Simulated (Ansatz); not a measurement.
# HfNi: the cost of one run

Program: Ansatz 0.2.0. Level of theory: DFT, PBEsol, PAW with Ansatz's default frozen-core files, scalar-relativistic. These are calculated values, not measurements.

## 1. The structure to begin with

Symmetry: Cmcm, No. 63, orthorhombic system. Conventional cell: a = 3.202 Å, b = 9.834 Å, c = 4.035 Å, α = 90.00°, β = 90.00°, γ = 90.00°. Hf (site symmetry m2m) is surrounded by 7 Ni at 2.63 to 2.72 Å. Ni (site symmetry m2m) has 2 Ni at 2.61 Å and 7 Hf at 2.63 to 2.72 Å in its first shell of neighbours.

Coordinates:

```xyz
4
Lattice="1.6009 -4.9169 0.0000 1.6009 4.9169 0.0000 0.0000 0.0000 4.0349" Properties=species:S:1:pos:R:3 pbc="T T T"
Hf    1.6009   -3.5502    3.0262
Hf    1.6009    3.5502    1.0087
Ni    1.6009   -0.8285    3.0262
Ni    1.6009    0.8285    1.0087
```

Atoms are numbered in the order of the input: Hf1, Hf2, Ni3, Ni4.

## 2. Free moments from the typed start, PAW

The input, input.yaml:

```yaml
crystal:
  lattice:
    - [1.60093006, -4.91694006, 0.0]
    - [1.60093006, 4.91694006, 0.0]
    - [0.0, 0.0, 4.03489344]
  atoms:
    - { symbol: Hf, position: [0.8610144, 0.1389856, 0.75], spin: 0.6 }
    - { symbol: Hf, position: [0.1389856, 0.8610144, 0.25], spin: 0.6 }
    - { symbol: Ni, position: [0.58425451, 0.41574549, 0.75], spin: 1.5 }
    - { symbol: Ni, position: [0.41574549, 0.58425451, 0.25], spin: 1.5 }
magnetization:
  spin_polarized: true
kpoints:
  mp_grid: { grid: [9, 9, 7] }
scf:
  occupations: { method: fermi_dirac, width: 0.08 }
  lower_state_search: "off"
hamiltonian:
  xc: pbesol
  pseudopotentials: { kind: paw }
output:
  forces: true
  stress: true
  eigenvalues: true
  populations: true
  dos: { projected: true, de: 0.1, e_range: [-8, 5] }
  write_density: true
  write_potential: true
  elf: true
  volumetric_format: npy
```

Run with:

```bash
> ansatz run input.yaml --threads 2 --pin off --max-ram 6144MiB --backend cpu --events-out ev --progress --plain --runs-dir out
```

**Question.** How long does this run take on 2 threads of Arm Neoverse V2, shared host, and how much memory does it need?

About 56 s, with a peak of 0.72 GiB.
